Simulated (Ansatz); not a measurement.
# CH₅BF₂OSi: a ladder of functionals and wavefunction methods

The task here is to estimate one member of a computed series from the others.

Program: Ansatz 0.2.0, Gaussian basis. Level of theory: functionals in def2-TZVPP, the program's frozen cores in correlated methods. These are calculated values, not measurements.

Plan: PBE-D4, r2SCAN-D4, PBE0-D4, B3LYP-D4, ωB97X-V, ωB97M-V, B2PLYP; CCSD(T)/def2-TZVPP; MP2/def2-QZVPP; extrapolation to the limit.

### The relaxed structure

All runs share one geometry, relaxed beforehand with PBE0-D4 in a triple-zeta def2 set.

SMILES `COB(F)[SiH2]F`, 11 atoms, charge 0, spin multiplicity 1.

Atoms are counted from 1 here; the program's logs count them from 0.

Bond lengths: C1–O2 1.416 Å, C1–H7 1.091 Å, C1–H8 1.091 Å, C1–H9 1.091 Å, O2–B3 1.336 Å, B3–F4 1.336 Å, B3–Si5 2.039 Å, Si5–F6 1.612 Å, Si5–H10 1.486 Å, Si5–H11 1.486 Å. Angles: O2–C1–H7 112.2°, O2–C1–H8 108.4°, O2–C1–H9 108.5°, H7–C1–H8 109.4°, H7–C1–H9 109.4°, H8–C1–H9 108.8°, C1–O2–B3 125.3°, O2–B3–F4 115.8°, O2–B3–Si5 130.6°, F4–B3–Si5 113.7°, B3–Si5–F6 112.6°, B3–Si5–H10 110.4°, B3–Si5–H11 110.4°, F6–Si5–H10 107.3°, F6–Si5–H11 107.3°, H10–Si5–H11 108.7°.

Set-up of the first run:

File in.yaml:

```yaml
crystal:
  periodic: [false, false, false]
  atoms:
    - {symbol: C, position_ang: [-1.344256, -1.195547, -0.235939]}
    - {symbol: O, position_ang: [-1.440586, 0.166391, 0.138561]}
    - {symbol: B, position_ang: [-0.407973, 0.998938, 0.298470]}
    - {symbol: F, position_ang: [-0.718827, 2.249203, 0.651357]}
    - {symbol: Si, position_ang: [1.595672, 0.681696, 0.089483]}
    - {symbol: F, position_ang: [1.943700, -0.840160, -0.312617]}
    - {symbol: H, position_ang: [-0.309279, -1.516669, -0.362924]}
    - {symbol: H, position_ang: [-1.819259, -1.799813, 0.538069]}
    - {symbol: H, position_ang: [-1.885217, -1.335711, -1.172881]}
    - {symbol: H, position_ang: [2.301496, 0.975741, 1.363875]}
    - {symbol: H, position_ang: [2.149928, 1.558831, -0.974755]}
basis:
  gaussian: {orbitals: def2-TZVPP}
hamiltonian: {xc: pbe, dispersion: d4}
output: {forces: true, orbitals: {seedname: orbitals}}
```

Started as:

```
$ ansatz run in.yaml --threads 4 --pin off --events-out ev --progress --plain --max-ram 10444MiB
```

Steps of the session up to this table: PBE-D4 (GGA); r2SCAN-D4 (meta-GGA); PBE0-D4 (hybrid); B3LYP-D4 (hybrid); ωB97X-V (range-separated); ωB97M-V (range-separated); B2PLYP (double hybrid); CCSD(T) in def2-TZVPP; MP2 in def2-QZVPP.

One of the session's tables, all rows but one given; the rest of the session is left out.

```
            method  atomisation energy (kcal/mol)
            PBE-D4                         1058.7
         r2SCAN-D4                              ?
           PBE0-D4                         1037.1
          B3LYP-D4                         1039.6
           ωB97X-V                         1044.0
           ωB97M-V                         1043.6
            B2PLYP                         1032.0
     HF/def2-TZVPP                          780.0
    MP2/def2-TZVPP                         1040.9
   CCSD/def2-TZVPP                         1000.4
CCSD(T)/def2-TZVPP                         1014.8
           MP2/CBS                         1067.3
       CCSD(T)/CBS                         1041.2
```

**Question.** Estimate the row for r2SCAN-D4.

**Answer.** atomisation energy (kcal/mol): 1045.3. In the column «atomisation energy (kcal/mol)» it lies between ωB97X-V (1044.0) and PBE-D4 (1058.7).
